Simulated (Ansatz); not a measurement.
Born–Oppenheimer molecular dynamics of a periodic cell of 24 atoms, InP (surface InP(111)). It starts from a relaxed structure.

These are results of DFT PBE-D3(BJ), scalar-relativistic, plane waves, PAW (Ansatz 0.2.0), not measurements. Settings: accuracy low, PAW set soft_1, cutoff 420 eV, k mesh 2x2x1, fermi-dirac smearing 0.15 eV, no spin polarisation.

```
ensemble        : NVT, Langevin thermostat
time step       : 3 fs
steps asked     : 190
set temperature : 700 K
friction        : 0.02 /fs
atoms held      : 1 to 8
seed            : 653379
```

First frame:

```xyz
24
Lattice="8.3156 0.0000 0.0000 4.1578 7.2015 0.0000 0.0000 0.0000 18.6383" Properties=species:S:1:pos:R:3
In 0.000 0.000 1.000
P 2.079 1.200 1.849
In 2.079 3.601 1.000
P 4.158 4.801 1.849
In 4.158 0.000 1.000
P 6.237 1.200 1.849
In 6.237 3.601 1.000
P 8.316 4.801 1.849
In 8.316 4.801 4.505
P 10.395 6.001 5.295
In 6.237 1.200 4.505
P 8.316 2.401 5.295
In 4.158 4.801 4.505
P 6.237 6.001 5.295
In 2.079 1.200 4.505
P 4.158 2.401 5.295
In 4.158 2.401 7.953
P 6.237 3.601 8.789
In 6.237 6.001 7.953
P 8.316 7.202 8.789
In 8.316 2.401 7.953
P 2.079 3.601 8.789
In 10.395 6.001 7.953
P 4.158 7.202 8.789
```

Q: What does the run give?

A: The run went to its last step.

```
steps done                                               : 190
time covered                                             : 570 fs
mean temperature over the second half                    : 713 K
spread of the potential energy over the second half      : 9.8 meV per atom
mean potential energy of the second half above the start : 70.6 meV per atom
```

A run of 0.57 ps of so small a system gives no equilibrium averages. Limits of this set-up: coarse k mesh, thin slab, slab without dipole correction, a typed lattice constant that wasn't relaxed here, low accuracy level.

Q: What happens to the structure?

A: Mean squared displacements from the first frame to the last: In 0.10 Å², P 0.19 Å². This is one draw of velocities; another would differ in detail.

Q: How do temperature and energy run in time?

A: 
| time (fs) | T (K) | potential energy less start (eV) |
| --- | --- | --- |
| 0 | 700 | 0.000 |
| 27 | 497 | 0.666 |
| 54 | 453 | 0.657 |
| 81 | 534 | 0.826 |
| 108 | 361 | 1.014 |
| 135 | 715 | 0.974 |
| 162 | 448 | 1.193 |
| 189 | 700 | 1.093 |
| 216 | 463 | 1.437 |
| 243 | 849 | 1.088 |
| 270 | 662 | 1.362 |
| 297 | 488 | 1.639 |
| 324 | 684 | 1.380 |
| 351 | 796 | 1.551 |
| 378 | 675 | 1.530 |
| 405 | 655 | 1.624 |
| 432 | 795 | 1.535 |
| 459 | 621 | 1.542 |
| 486 | 577 | 1.991 |
| 513 | 694 | 2.252 |
| 540 | 974 | 1.776 |
| 567 | 756 | 1.792 |

Time of the run: 25 min on 4 threads of Arm Neoverse V2, on a shared host, peak memory 3.1 GiB.
